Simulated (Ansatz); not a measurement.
# GeOs2: the cost of one run

Computed with Ansatz 0.2.0 (DFT PBE, scalar-relativistic, plane waves, PAW, unless a step's input says otherwise).

## Step 1: Starting point

Symmetry: P6/mmm, No. 191, hexagonal system. The conventional cell has a = 3.543 Å, b = 3.543 Å, c = 3.826 Å, α = 90.00°, β = 90.00°, γ = 120.00°. Ge (site symmetry 6/mmm) has 12 Os at 2.80 Å as nearest neighbours. Os (site symmetry -6m2) has 3 Os at 2.05 Å as nearest neighbours.

Structure file:

```cif
data_structure
_symmetry_space_group_name_H-M 'P 1'
_symmetry_Int_Tables_number 1
_cell_length_a 3.5434
_cell_length_b 3.5434
_cell_length_c 3.8259
_cell_angle_alpha 90.000
_cell_angle_beta 90.000
_cell_angle_gamma 120.000
_cell_volume 41.60
loop_
_atom_site_label
_atom_site_type_symbol
_atom_site_fract_x
_atom_site_fract_y
_atom_site_fract_z
_atom_site_occupancy
Ge1 Ge 0.00000 0.00000 0.00000 1
Os1 Os 0.33333 0.66667 0.50000 1
Os2 Os 0.66667 0.33333 0.50000 1
```

This is candidate A: AlB2 type (P6/mmm, No. 191).

(A quick probe on a coarse mesh, which set the mesh and smearing, is not shown.)

## Step 3: A loose first relaxation (candidate A)

Input file input.yaml:

```yaml
crystal:
  lattice:
    - [3.5433871569, 0.0, 0.0]
    - [-1.7716935785, 3.0686632934, 0.0]
    - [0.0, 0.0, 3.8259163655]
  atoms:
    - { symbol: Ge, position: [0.0, 0.0, 0.0] }
    - { symbol: Os, position: [0.3333333333, 0.6666666667, 0.5] }
    - { symbol: Os, position: [0.6666666667, 0.3333333333, 0.5] }
basis:
  ecutwfc: 420
kpoints:
  mp_grid: { grid: [6, 6, 4] }
hamiltonian:
  xc: pbe
scf:
  occupations: { method: gaussian, width: 0.1 }
  lower_state_search: "off"
output:
  forces: true
  stress: true
  eigenvalues: true
relax:
  adjacent_minimum: "off"
  f_tol: 0.04
  max_steps: 70
  cell: { stress_tol: 0.4 }
```

Launch:

```
> ansatz run input.yaml --threads 1 --pin off --max-ram 2560MiB --backend cpu --events-out ev --progress --plain --runs-dir out
```

What time and memory should one allow on 1 thread of Intel Xeon Platinum 8259CL at 2.50GHz (Skylake/Cascade Lake), shared host?

About 35 s, with a peak of 0.4 GiB.
